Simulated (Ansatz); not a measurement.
Crystal: Cd2S.

```
CELL_PARAMETERS angstrom
3.96267 0.00000 0.00000
-1.98134 3.43177 0.00000
0.00000 0.00000 5.80919
ATOMIC_POSITIONS crystal
Cd 0.33333 0.66667 0.93272
Cd 0.66667 0.33333 0.57873
S 0.33333 0.66667 0.36571
```

The cell comes from a database or a generator and needn't be the stable form of this composition.

| Quantity | Value |
| --- | --- |
| Program | Ansatz 0.2.0 |
| Task | relaxation of cell and atoms |
| Functional | HSE06 |
| Potentials or basis | Ansatz PAW |
| Cutoff | 420 eV (not typed: the program's choice for these potentials) |
| k mesh | 6 × 6 × 4 |
| Occupations | fermi-dirac, width 0.05 eV |
| Spin | no spin polarisation |

At the start: volume 26.33 Å³/atom.

Question: How do energy, volume and symmetry change on relaxing?

Answer: It ends after 5 steps and the volume is 25.64 Å³/atom (-2.6 %); space group P3m1 (No. 156, to 0.05 Å).

The path:
```
step  energy change (eV)  largest force (eV/Å)  volume (Å³)
   1              0.0000                0.2417        79.00
   2             -0.0145                0.0666        77.09
   3             -0.0154                0.0221        76.74
   4             -0.0153                0.0006        76.91
   5             -0.0135                0.0005        76.91
```

Final structure:
```
CELL_PARAMETERS angstrom
3.90702 0.00000 0.00000
-1.95351 3.38358 0.00000
0.00000 0.00000 5.81805
ATOMIC_POSITIONS crystal
Cd 0.33333 0.66667 0.93718
Cd 0.66667 0.33333 0.57502
S 0.33333 0.66667 0.36496
```

Caveat: the plane-wave basis is chosen anew once the cell has moved, so the energies of steps on either side of that aren't comparable; the PAW data sets come from PBE, with cores solved anew for the run's functional, which leaves a small shift of forces and pressure.
